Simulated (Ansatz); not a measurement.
# Tl (bcc type): how the settings move a single-point run

How sensitive is a single-point run of Tl (bcc type) to its settings? A reference run comes first, then one run with altered input.

Method: reference: DFT, LDA, PAW with Ansatz's default frozen-core files, scalar-relativistic, in Ansatz 0.2.0.

1 further run of the same task is left out (it didn't finish). Runs told in other sessions of the task aren't counted.

## (1) The starting structure

The structure is cubic, space group Im-3m (No. 229). Conventional cell: a = 2.794 Å, b = 2.794 Å, c = 2.794 Å, α = 90.00°, β = 90.00°, γ = 90.00°. Around Tl (site symmetry m-3m) lie 8 Tl at 2.42 Å.

As a file:

```
CELL_PARAMETERS angstrom
-1.39707 1.39707 1.39707
1.39707 -1.39707 1.39707
1.39707 1.39707 -1.39707
ATOMIC_POSITIONS crystal
Tl 0.00000 0.00000 0.00000
```

## (2) Reference

input.yaml

```yaml
crystal:
  lattice:
    - [-1.3970686967, 1.3970686967, 1.3970686967]
    - [1.3970686967, -1.3970686967, 1.3970686967]
    - [1.3970686967, 1.3970686967, -1.3970686967]
  atoms:
    - { symbol: Tl, position: [0.0, 0.0, 0.0] }
kpoints:
  mp_grid: { grid: [14, 14, 14] }
scf:
  occupations: { method: fermi_dirac, width: 0.1 }
hamiltonian:
  xc: lda
  pseudopotentials: { kind: paw }
output:
  forces: true
  stress: true
  eigenvalues: true
  write_density: true
  write_potential: true
  elf: true
  volumetric_format: npy
basis:
  ecutwfc: 1000
```

Command:

```
$ ansatz run input.yaml --threads 1 --pin off --max-ram 2048MiB --backend cpu --events-out ev --progress --plain --runs-dir out
```

## (3) Variant: mp_grid.grid [9, 9, 9], eigensolver.kind davidson

input.yaml: that of step 2 with these lines changed.

```diff
@@ -8,5 +8,6 @@
 kpoints:
-  mp_grid: { grid: [14, 14, 14] }
+  mp_grid: { grid: [9, 9, 9] }
 scf:
   occupations: { method: fermi_dirac, width: 0.1 }
+  eigensolver: { kind: davidson }
 hamiltonian:
@@ -18,6 +19,2 @@
   eigenvalues: true
-  write_density: true
-  write_potential: true
-  elf: true
-  volumetric_format: npy
 basis:
```

Q: Predict the outcome of this session. Wanted: for each run, ending; energy change; pressure; gap; force.

The runs gave:

| run | ending | energy change | pressure (GPa) | gap (eV) | force (eV/Å) | cycles | time |
| --- | --- | --- | --- | --- | --- | --- | --- |
| reference | converged | 0 | 472.6 | 0.00 | 0.00 | 6 | 4.2 s |
| 1: mp_grid.grid [9, 9, 9], eigensolver.kind davidson | converged | -7.1 meV/atom | 470.8 | 0.00 | 0.00 | 6 | 1.6 s |

Times don't compare one to one where runs were asked for different outputs or read a saved state (see the inputs); cycles may leave out searches for a lower state.

Residual by cycle in the longest SCF loop of each run; runs are numbered as in the table. The quantity is the density residual dr2, in eV.

| cycle | reference | run 1 |
| --- | --- | --- |
| 1 | 0.0214 | 0.0215 |
| 2 | 0.0039 | 0.0041 |
| 3 | 9.3e-5 | 6.0e-5 |
| 4 | 2.9e-7 | 4.4e-7 |
| 5 | 6.9e-9 | 2.0e-8 |
| 6 | 1.3e-10 | 1.2e-9 |

**Reading.** Changing the k-point mesh and solver moves the energy by -7.1 meV/atom, and the pressure goes from 472.6 to 470.8 GPa. Sampling errors of the energy have no fixed sign. The other settings changed steer the path, not the converged energy, so the shift is the mesh's. The structure is not at rest: the sound run finds 473 GPa, so these are no properties of the relaxed crystal. 
